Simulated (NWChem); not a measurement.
# AlHBr (SMILES [AlH][Br]) at UB3LYP/aug-cc-pVDZ

What is the vertical ionisation energy of AlHBr at UB3LYP/aug-cc-pVDZ? 

Program for the calculation: NWChem 7.3.0.

## (1) Starting point

AlHBr: 3 atoms, total charge 0, spin state doublet. SMILES: `[AlH][Br]`. The coordinates come from a PBE0-D4/def2-TZVP relaxation.

Bond lengths: Al1–Br2 2.275 Å, Al1–H3 1.602 Å. Angles: Br2–Al1–H3 115.7°.

## (2) A single-point energy at UB3LYP/aug-cc-pVDZ

File albrh.nw:

```
start albrh
title "AlBrH"
memory stack 880 mb heap 220 mb global 1100 mb

geometry noautosym nocenter noautoz
  Al    -0.296700    -0.628000    -0.239100
  Br     1.584500     0.008600     0.871100
  H     -1.298900     0.554600    -0.645300
end

basis spherical bse
  * library aug-cc-pVDZ
end

dft
  xc b3lyp
  mult 2
  grid xcoarse
  convergence energy 1e-08
  iterations 100
  mulliken
  print low
end

task dft energy
```

Run with:

```sh
$ nwchem albrh.nw > albrh.out
```

Log (excerpt; [...] marks lines left out):

```text
[...]
 d= 0,ls=0.0,diis     1  -2817.1895153653 -2.93D+03  9.50D-03  6.13D-02    14.7
[...]
 d= 0,ls=0.0,diis    10  -2817.2234058689 -7.64D-09  6.02D-07  5.21D-10    60.8
[...]
         Total DFT energy =    -2817.223405868943
      One electron energy =    -4150.121140981786
           Coulomb energy =     1327.530531828463
    Exchange-Corr. energy =     -110.356923843265
 Nuclear repulsion energy =      115.724127127645
[...]
      Total Density - Mulliken Population Analysis
     ---------------------------------------------
    Atom       Charge   Shell Charges
 -----------   ------   -------------------------------------------------------
    1 Al  13    12.87   2.00  2.03  0.87  0.48  0.02  6.02  0.85  0.40  0.01  0.19  0.02
    2 Br  35    35.25   2.00  2.00  2.03  1.09  0.81  0.05  6.00  6.01  2.71  2.44  0.09  9.95  0.07  0.01
    3 H    1     0.88   0.71  0.21 -0.05  0.01  0.00
[...]
      <S2> =      0.7530 (Exact =     0.7500)
[...]
```

Run time: 62 s. Hardware: 1 thread of Intel Xeon Platinum 8488C (Sapphire Rapids), shared host; peak memory 0.11 GiB.

## (3) The singlet cation at the same level

File albrh.nw:

```
start albrh
title "AlBrH"
memory 2200 mb
charge 1
geometry units angstroms noautosym nocenter noautoz
  Al      -0.296700      -0.628000      -0.239100
  Br       1.584500       0.008600       0.871100
  H       -1.298900       0.554600      -0.645300
end
basis spherical bse
  * library aug-cc-pVDZ
end
dft
  xc b3lyp
  grid xcoarse
  convergence energy 1e-08
  maxiter 100
  mulliken
  print low
end
task dft energy
```

Run with:

```sh
$ nwchem albrh.nw > albrh.out
```

Log (excerpt; [...] marks lines left out):

```text
[...]
 d= 0,ls=0.0,diis     1  -2816.5570032152 -2.93D+03  4.18D-02  3.42D+00    13.5
[...]
 d= 0,ls=0.0,diis    11  -2816.9189549943 -3.94D-09  5.96D-07  1.34D-09    61.3
         Total DFT energy =    -2816.918954994268
      One electron energy =    -4138.285539409723
           Coulomb energy =     1315.708147369922
    Exchange-Corr. energy =     -110.065690082111
 Nuclear repulsion energy =      115.724127127645
[...]
      Total Density - Mulliken Population Analysis
     ---------------------------------------------
    Atom       Charge   Shell Charges
 -----------   ------   -------------------------------------------------------
    1 Al  13    12.33   2.00  2.03  0.89  0.29  0.02  6.02  0.72  0.19  0.00  0.16  0.01
    2 Br  35    34.93   2.00  2.00  2.03  1.12  0.79  0.02  6.00  6.01  2.66  2.25  0.02  9.95  0.07  0.01
    3 H    1     0.74   0.64  0.15 -0.06  0.01 -0.00
[...]
```

It took 62 s on 1 thread of Intel Xeon Platinum 8488C (Sapphire Rapids), shared host; peak memory 0.11 GiB.

## (4) Summary of results

Level: UB3LYP/aug-cc-pVDZ.

```
                                          quantity           value
                       doublet AlHBr: total energy  -2817.22341 Eh
                               doublet AlHBr: ⟨S²⟩           0.753
                      singlet cation: total energy  -2816.91895 Eh
vertical ionisation energy (to the singlet cation)        8.285 eV
```

The vertical ionisation energy comes to 8.28 eV (191 kcal/mol). Only the singlet of the ionised species was computed; a triplet could lie lower. Mulliken charges (singlet cation) run from +0.07 on Br2 to +0.67 on Al1; in a basis this large or diffuse they mean little.
